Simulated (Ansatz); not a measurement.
**Cl2H2OSSi2: a nudged elastic band in two tries**

The task is a band of images between two relaxed ends. SMILES of the start: Cl[Si]1(Cl)O[SiH2]S1.

All numbers below are computed with Ansatz 0.2.0 (RHF/def2-SVP).

### 1 The system as given

Bond lengths: Cl1–Si2 2.039 Å, Si2–Cl3 2.039 Å, Si2–O4 1.648 Å, O4–Si5 1.678 Å, Si2–S6 2.136 Å, Si5–S6 2.177 Å, Si5–H7 1.468 Å, Si5–H8 1.468 Å. Angles: Cl1–Si2–Cl3 108.1°, Cl1–Si2–O4 112.3°, Cl1–Si2–S6 115.4°, Cl3–Si2–O4 112.3°, Cl3–Si2–S6 115.3°, O4–Si2–S6 92.9°, Si2–O4–Si5 102.5°, O4–Si5–S6 90.6°, O4–Si5–H7 112.7°, O4–Si5–H8 112.7°, S6–Si5–H7 114.1°, S6–Si5–H8 114.1°, H7–Si5–H8 111.3°, Si2–S6–Si5 73.9°.

As a file:

```xyz
8

Cl    0.3782   -2.2612    1.7849
Si    0.7749   -0.5559    0.7408
Cl    2.7807   -0.2044    0.8378
O     0.2287   -0.6326   -0.8120
Si   -0.8744    0.6298   -0.8731
S    -0.4699    1.1148    1.2108
H    -2.2458    0.1720   -1.1255
H    -0.4805    1.6804   -1.8194
```

### 2 The run

Input file input.yaml:

```yaml
crystal:
  periodic: [false, false, false]
  atoms:
    - { symbol: Cl, position_ang: [0.378217, -2.261231, 1.784925] }
    - { symbol: Si, position_ang: [0.774933, -0.55587, 0.740759] }
    - { symbol: Cl, position_ang: [2.780724, -0.204431, 0.837827] }
    - { symbol: O, position_ang: [0.228709, -0.632611, -0.812019] }
    - { symbol: Si, position_ang: [-0.874404, 0.629847, -0.873136] }
    - { symbol: S, position_ang: [-0.469866, 1.114827, 1.210762] }
    - { symbol: H, position_ang: [-2.245833, 0.171976, -1.125525] }
    - { symbol: H, position_ang: [-0.48048, 1.680393, -1.819391] }
magnetization:
  spin_polarized: true
  initial_magnetization: 1
basis:
  gaussian: { orbitals: def2-SVP }
hamiltonian:
  xc: hf
neb:
  order_check: false
  images: 8
  f_tol: 0.05
  max_iterations: 8
  climbing: false
  final_atoms:
    - { symbol: Cl, position_ang: [0.31687944, -2.31141369, 0.8253294] }
    - { symbol: Si, position_ang: [0.22502701, -0.27326499, 0.59488442] }
    - { symbol: Cl, position_ang: [2.09114969, 0.51450204, 0.90026077] }
    - { symbol: O, position_ang: [-0.27427786, 0.01603969, -0.91579968] }
    - { symbol: Si, position_ang: [-0.25817379, 0.46278302, -2.52322386] }
    - { symbol: S, position_ang: [-1.04814081, 0.62648262, 2.03282656] }
    - { symbol: H, position_ang: [-2.15762422, -0.00041721, 1.62606074] }
    - { symbol: H, position_ang: [1.19716054, 0.90818853, -2.59613634] }
  initial_path:
    images:
      - { positions_ang: [[0.378217, -2.261231, 1.784925], [0.774933, -0.55587, 0.740759], [2.780724, -0.204431, 0.837827], [0.228709, -0.632611, -0.812019], [-0.874404, 0.629847, -0.873136], [-0.469866, 1.114827, 1.210762], [-2.245833, 0.171976, -1.125525], [-0.48048, 1.680393, -1.819391]] }
      - { positions_ang: [[0.4252405, -2.26608992, 1.78869997], [0.73468199, -0.56058089, 0.71854734], [2.69933194, -0.10290182, 0.79691181], [0.22496213, -0.69894085, -0.82939576], [-0.8419908, 0.5864263, -0.93641099], [-0.59040551, 1.03365326, 1.149803], [-2.21642453, 0.3043705, -0.94331354], [-0.34339572, 1.64696343, -1.80063984]] }
      - { positions_ang: [[0.472264, -2.27094885, 1.79247495], [0.69443099, -0.56529179, 0.69633568], [2.61793988, -0.00137264, 0.75599662], [0.22121527, -0.7652707, -0.84677251], [-0.8095776, 0.5430056, -0.99968597], [-0.71094501, 0.95247953, 1.088844], [-2.18701607, 0.436765, -0.76110208], [-0.20631145, 1.61353385, -1.78188868]] }
      - { positions_ang: [[0.5192875, -2.27580777, 1.79624992], [0.65417998, -0.57000268, 0.67412401], [2.53654782, 0.10015655, 0.71508144], [0.2174684, -0.83160055, -0.86414927], [-0.7771644, 0.4995849, -1.06296096], [-0.83148452, 0.87130579, 1.027885], [-2.1576076, 0.5691595, -0.57889062], [-0.06922717, 1.58010428, -1.76313752]] }
      - { positions_ang: [[0.566311, -2.2806667, 1.8000249], [0.61392897, -0.57471357, 0.65191235], [2.45515576, 0.20168573, 0.67416625], [0.21372154, -0.8979304, -0.88152603], [-0.74475121, 0.4561642, -1.12623595], [-0.95202403, 0.79013205, 0.966926], [-2.12819914, 0.701554, -0.39667916], [0.0678571, 1.5466747, -1.74438636]] }
      - { positions_ang: [[0.55949572, -2.28624255, 1.69340316], [0.55282831, -0.54331301, 0.63570406], [2.37853639, 0.28156718, 0.68110334], [0.15783411, -0.82585811, -0.89305722], [-0.67628118, 0.43760153, -1.30957904], [-1.01627679, 0.73587156, 1.05826651], [-2.11839816, 0.6823992, -0.09094741], [0.25426161, 1.4608742, -1.8306914]] }
      - { positions_ang: [[0.49884165, -2.29253534, 1.47638472], [0.47087798, -0.47580101, 0.62549915], [2.30668972, 0.33980089, 0.73589269], [0.04980611, -0.61538366, -0.89874283], [-0.57175433, 0.44389691, -1.61299025], [-1.02424279, 0.70852433, 1.30190652], [-2.12820467, 0.51169509, 0.33830463], [0.48998634, 1.32270279, -2.02205264]] }
      - { positions_ang: [[0.43818758, -2.29882812, 1.25936628], [0.38892766, -0.408289, 0.61529424], [2.23484304, 0.39803461, 0.79068205], [-0.05822188, -0.40490921, -0.90442845], [-0.46722749, 0.45019228, -1.91640145], [-1.0322088, 0.68117709, 1.54554653], [-2.13801119, 0.34099099, 0.76755666], [0.72571107, 1.18453137, -2.21341387]] }
      - { positions_ang: [[0.37753351, -2.30512091, 1.04234784], [0.30697734, -0.340777, 0.60508933], [2.16299637, 0.45626833, 0.84547141], [-0.16624987, -0.19443476, -0.91011407], [-0.36270064, 0.45648765, -2.21981266], [-1.04017481, 0.65382985, 1.78918655], [-2.1478177, 0.17028689, 1.1968087], [0.96143581, 1.04635995, -2.40477511]] }
      - { positions_ang: [[0.31687944, -2.31141369, 0.8253294], [0.22502701, -0.27326499, 0.59488442], [2.09114969, 0.51450204, 0.90026077], [-0.27427786, 0.01603969, -0.91579968], [-0.25817379, 0.46278302, -2.52322386], [-1.04814081, 0.62648262, 2.03282656], [-2.15762422, -0.00041721, 1.62606074], [1.19716054, 0.90818853, -2.59613634]] }
```

Command:

```bash
ansatz run input.yaml --threads 2 --pin off --max-ram 3072MiB --backend cpu --events-out ev --progress --plain --runs-dir out
```

What does the calculation give? Wanted: first try.

The runs gave:

| quantity | value |
| --- | --- |
| first try | refused |
| cause | the number of unpaired electrons doesn't fit the number of electrons: even goes with even, odd with odd |

The fault in the first input was caught at the input check and cost nothing.
